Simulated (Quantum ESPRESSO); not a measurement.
# AlCl (aluminium monochloride) in Quantum ESPRESSO: single point with PBE

Aim: the single point of AlCl (aluminium monochloride) with PBE.

All numbers are computed with Quantum ESPRESSO 7.5; they aren't measurements. Logs are shortened: lines on timing, memory, paths and dates and some standing lists are left out, and cuts for length are marked.

**1. The undisturbed crystal**

The cell holds a molecule in a box, 2 atoms: a = 9.000 Å, b = 9.000 Å, c = 12.000 Å, α = 90.00°, β = 90.00°, γ = 90.00°.

**2. Single point, PBE (atoms moved at random, drawn with an rms of 0.05 Å)**

File pw.in:

```
&CONTROL
  calculation = 'scf'
  prefix = 'pwscf'
  outdir = './tmp'
  pseudo_dir = './pseudo'
  tprnfor = .true.
  disk_io = 'nowf'
/
&SYSTEM
  ibrav = 0
  nat = 2
  ntyp = 2
  ecutwfc = 58
  nbnd = 10
  occupations = 'smearing'
  smearing = 'fd'
  degauss = 0.00367493
/
&ELECTRONS
  conv_thr = 4d-10
  electron_maxstep = 120
  mixing_beta = 0.5
/
ATOMIC_SPECIES
Al    26.9815 Al.upf
Cl    35.4500 Cl.upf
CELL_PARAMETERS angstrom
   9.0000000000    0.0000000000    0.0000000000
   0.0000000000    9.0000000000    0.0000000000
   0.0000000000    0.0000000000   12.0000000000
ATOMIC_POSITIONS crystal
Al     0.5046950000    0.5059820000    0.4198090000
Cl     0.5041120000    0.4983400000    0.5941000000
K_POINTS gamma
```

Potentials or basis: PseudoDojo 0.4.1 SR PBE standard.

Started as:

```sh
$ OMP_NUM_THREADS=1 pw.x -in pw.in > pw.out
```

pw.out:

```text
This program is part of the open-source Quantum ESPRESSO suite
     for quantum simulation of materials; please cite
         "P. Giannozzi et al., J. Phys.:Condens. Matter 21 395502 (2009);
         "P. Giannozzi et al., J. Phys.:Condens. Matter 29 465901 (2017);
         "P. Giannozzi et al., J. Chem. Phys. 152 154105 (2020);
     in publications or presentations arising from this work. More details at

     gamma-point specific algorithms are used

     G-vector sticks info
     --------------------
     sticks:   dense  smooth     PW     G-vecs:    dense   smooth      PW
     Sum        5345    5345   1329               391541   391541   48919

     Using Slab Decomposition

     bravais-lattice index     =            0
     lattice parameter (alat)  =      17.0075  a.u.
     unit-cell volume          =    6559.3811 (a.u.)^3
     number of atoms/cell      =            2
     number of atomic types    =            2
     number of electrons       =        10.00
     number of Kohn-Sham states=           10
     kinetic-energy cutoff     =      58.0000  Ry
     charge density cutoff     =     232.0000  Ry
     scf convergence threshold =      4.0E-10
     mixing beta               =       0.5000
     number of iterations used =            8  plain     mixing
     Exchange-correlation= PBE
                           (   1   4   3   4   0   0   0)

     celldm(1)=  17.007535  celldm(2)=   0.000000  celldm(3)=   0.000000
     celldm(4)=   0.000000  celldm(5)=   0.000000  celldm(6)=   0.000000

     crystal axes: (cart. coord. in units of alat)
               a(1) = (   1.000000   0.000000   0.000000 )
               a(2) = (   0.000000   1.000000   0.000000 )
               a(3) = (   0.000000   0.000000   1.333333 )

     reciprocal axes: (cart. coord. in units 2 pi/alat)
               b(1) = (  1.000000  0.000000  0.000000 )
               b(2) = (  0.000000  1.000000  0.000000 )
               b(3) = (  0.000000  0.000000  0.750000 )

     PseudoPot. # 1 for Al read from file:
     Al.upf
     Pseudo is Norm-conserving + core correction, Zval =  3.0
     Generated using ONCVPSP code by D. R. Hamann
     Using radial grid of 1876 points,  6 beta functions with:
                l(1) =   0
                l(2) =   0
                l(3) =   1
                l(4) =   1
                l(5) =   2
                l(6) =   2

     PseudoPot. # 2 for Cl read from file:
     Cl.upf
     Pseudo is Norm-conserving + core correction, Zval =  7.0
     Generated using ONCVPSP code by D. R. Hamann
     Using radial grid of 1028 points,  6 beta functions with:
                l(1) =   0
                l(2) =   0
                l(3) =   1
                l(4) =   1
                l(5) =   2
                l(6) =   2

     atomic species   valence    mass     pseudopotential
     Al                3.00    26.98150     Al( 1.00)
     Cl                7.00    35.45000     Cl( 1.00)

     No symmetry found

   Cartesian axes

     site n.     atom                  positions (alat units)
         1        Al     tau(   1) = (   0.5046950   0.5059820   0.5597453  )
         2        Cl     tau(   2) = (   0.5041120   0.4983400   0.7921333  )

     number of k points=     1  Fermi-Dirac smearing, width (Ry)=  0.0037
                       cart. coord. in units 2pi/alat
        k(    1) = (   0.0000000   0.0000000   0.0000000), wk =   2.0000000

     Dense  grid:   195771 G-vectors     FFT dimensions: (  90,  90, 120)

     Initial potential from superposition of free atoms

     starting charge       9.9975, renormalised to      10.0000

     negative rho (up, down):  5.236E-05 0.000E+00
     Starting wfcs are    8 randomized atomic wfcs +    2 random wfcs

     Self-consistent Calculation

     iteration #  1     ecut=    58.00 Ry     beta= 0.50
     Davidson diagonalization with overlap
     ethr =  1.00E-02,  avg # of iterations =  6.0

     Threshold (ethr) on eigenvalues was too large:
     Diagonalizing with lowered threshold

     Davidson diagonalization with overlap
     ethr =  8.59E-04,  avg # of iterations =  1.0

     negative rho (up, down):  5.614E-06 0.000E+00

     total energy              =     -37.43462801 Ry
     estimated scf accuracy    <       0.08683703 Ry

     iteration #  2     ecut=    58.00 Ry     beta= 0.50
     Davidson diagonalization with overlap
     ethr =  8.68E-04,  avg # of iterations =  2.0

     negative rho (up, down):  1.217E-06 0.000E+00

     total energy              =     -37.45206963 Ry
     estimated scf accuracy    <       0.01164634 Ry

     iteration #  3     ecut=    58.00 Ry     beta= 0.50
     Davidson diagonalization with overlap
     ethr =  1.16E-04,  avg # of iterations = 13.0

     negative rho (up, down):  2.897E-08 0.000E+00

     total energy              =     -37.45310147 Ry
     estimated scf accuracy    <       0.00160826 Ry

     iteration #  4     ecut=    58.00 Ry     beta= 0.50
     Davidson diagonalization with overlap
     ethr =  1.61E-05,  avg # of iterations = 16.0

     total energy              =     -37.45323301 Ry
     estimated scf accuracy    <       0.00014135 Ry

     iteration #  5     ecut=    58.00 Ry     beta= 0.50
     Davidson diagonalization with overlap
     ethr =  1.41E-06,  avg # of iterations =  4.0

     total energy              =     -37.45326713 Ry
     estimated scf accuracy    <       0.00003934 Ry

     iteration #  6     ecut=    58.00 Ry     beta= 0.50
     Davidson diagonalization with overlap
     ethr =  3.93E-07,  avg # of iterations =  2.0

     total energy              =     -37.45327420 Ry
     estimated scf accuracy    <       0.00000074 Ry

     iteration #  7     ecut=    58.00 Ry     beta= 0.50
     Davidson diagonalization with overlap
     ethr =  7.40E-09,  avg # of iterations =  3.0

     total energy              =     -37.45327428 Ry
     estimated scf accuracy    <       0.00000055 Ry

     iteration #  8     ecut=    58.00 Ry     beta= 0.50
     Davidson diagonalization with overlap
     ethr =  5.46E-09,  avg # of iterations =  2.0

     total energy              =     -37.45327443 Ry
     estimated scf accuracy    <       0.00000003 Ry

     iteration #  9     ecut=    58.00 Ry     beta= 0.50
     Davidson diagonalization with overlap
     ethr =  2.72E-10,  avg # of iterations =  2.0

     total energy              =     -37.45327444 Ry
     estimated scf accuracy    <          4.0E-09 Ry

     iteration # 10     ecut=    58.00 Ry     beta= 0.50
     Davidson diagonalization with overlap
     ethr =  3.98E-11,  avg # of iterations =  2.0

     total energy              =     -37.45327444 Ry
     estimated scf accuracy    <          1.2E-09 Ry

     iteration # 11     ecut=    58.00 Ry     beta= 0.50
     Davidson diagonalization with overlap
     ethr =  1.15E-11,  avg # of iterations =  2.0

     End of self-consistent calculation

          k = 0.0000 0.0000 0.0000 ( 24460 PWs)   bands (ev):

   -19.7802  -9.6533  -7.6481  -7.6481  -5.5719  -1.8734  -1.8734  -0.2414
     0.0841   0.8685

     the Fermi energy is    -4.0437 ev

!    total energy              =     -37.45327444 Ry
     estimated scf accuracy    <          1.1E-11 Ry
     smearing contrib. (-TS)   =      -0.00000000 Ry
     internal energy E=F+TS    =     -37.45327444 Ry

     The total energy is F=E-TS. E is the sum of the following terms:
     one-electron contribution =     -47.35194604 Ry
     hartree contribution      =      24.82466207 Ry
     xc contribution           =     -10.88064843 Ry
     ewald contribution        =      -4.04534204 Ry

     convergence has been achieved in  11 iterations

     Forces acting on atoms (cartesian axes, Ry/au):

     atom    1 type  1   force =     0.00008955    0.00117490   -0.03541472
     atom    2 type  2   force =    -0.00008955   -0.00117490    0.03541472

     Total force =     0.050112     Total SCF correction =     0.000007

=------------------------------------------------------------------------------=
   JOB DONE.
=------------------------------------------------------------------------------=
```

Wall time 32 s (1 thread of AMD EPYC (Zen 3), shared host); peak memory 0.31 GiB.

What came out:

```
Free energy                     : -509.5778 eV
Largest force                   : 0.911 eV/Å
Gap between the frontier levels : 3.70 eV
```

Forces on the atoms (eV/Å):
```
Al   0.002  0.030 -0.911
Cl  -0.002 -0.030  0.911
```

Levels at points of the mesh, in eV from the valence-band top:
| k point | band 2 | band 3 | band 4 | band 5 | band 6 | band 7 | band 8 | band 9 |
| --- | --- | --- | --- | --- | --- | --- | --- | --- |
| (0.00, 0.00, 0.00) | -4.08 | -2.08 | -2.08 | 0.00 | 3.70 | 3.70 | 5.33 | 5.66 |

Caveat: this is a molecule in a periodic box, so the gap is that between its Kohn-Sham HOMO and LUMO and the box isn't a crystal.
